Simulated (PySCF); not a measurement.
# The bond of BeN, level by level

One job finds the state of BeN, follows it along the bond with each method and fits the curves.

Computed with PySCF 2.14.0. Level: Be 3-21G, N 3-21G, no relativity.

### Step 1. Input

The job is set up so:

```yaml
atoms: Be, N
charge: 0
basis: Be 3-21G, N 3-21G
Hamiltonian: no relativity
basis_functions: 18
electrons_treated: 11
masses_in_u: 9.0122, 14.0031
levels: PBE0, PBE, r²SCAN, TPSS, B97-3, r²SCAN0, HSE06, HF, MP2, SCS-MP2, CCSD, CCSD(T)
grid: 80 radial by 434 angular points
occupations: held fixed by the projection of orbital angular momentum
dissociation_limit: Be + N, each in its ground configuration
starting_distance_in_angstrom: 1.615
values_of_2S_to_try: 1, 3
```

Command:

```sh
> OMP_NUM_THREADS=1 python dia.py task.json out
```

After this run come: First curve: PBE0; Other states along the same grid; PBE (GGA); r²SCAN (meta-GGA); TPSS; B97-3 (global hybrid GGA); r²SCAN0 (hybrid meta-GGA); HSE06; UHF; MP2 and coupled cluster.

What does the calculation give? Wanted: for each run, Re; ωe; De; μ.

The runs gave:

Lowest PBE0 solution found, without spin–orbit coupling: ⁴Σ⁻ (quartet), unpaired electrons σ ↑, π ↑↑. State 2 has its PBE0 minimum 0.20 eV higher, as a spin-mixed determinant (⟨S²⟩ = 1.75), so this is no gap between pure states. State 3 has its PBE0 minimum 0.45 eV higher, as a spin-mixed determinant (⟨S²⟩ = 1.32), so this is no gap between pure states. State 4 has its PBE0 minimum 0.69 eV higher, as a spin-mixed determinant (⟨S²⟩ = 1.75), so this is no gap between pure states. The other levels ran on the lowest alone.

| level | Re (Å) | ωe (cm⁻¹) | De (eV) | μ (D) |
| --- | --- | --- | --- | --- |
| UHF | 1.641 | 939 | 0.56 | -1.70 |
| UHF-MP2 | 1.648 | 935 | 0.92 | n/a |
| UHF-SCS-MP2 | 1.655 | 916 | 0.85 | n/a |
| UHF-CCSD | 1.668 | 854 | 0.59 | n/a |
| UHF-CCSD(T) | 1.673 | 844 | 0.64 | n/a |
| PBE | 1.656 | 892 | 2.07 | -0.79 |
| TPSS | 1.663 | 892 | 1.94 | -0.79 |
| r²SCAN | 1.664 | 865 | 1.75 | -0.98 |
| PBE0 | 1.643 | 924 | 1.77 | -1.10 |
| r²SCAN0 | 1.652 | 890 | 1.56 | -1.19 |
| B97-3 | 1.654 | 904 | 1.64 | -0.92 |
| HSE06 | 1.643 | 922 | 1.78 | -1.10 |

De is counted to Be + N in their ground configurations. A positive dipole means Be(−)N(+).

Bond lengths run from 1.641 Å (UHF) to 1.673 Å (UHF-CCSD(T)). CCSD(T) can't serve as the judge here: for a weak bond in this basis it is far from its limit. Among the levels with a De in the table, it runs from 0.56 eV (UHF) to 2.07 eV (PBE).

Correlated steps freeze 1 core orbital. The basis is very small, so these numbers show the basis as much as the molecule.
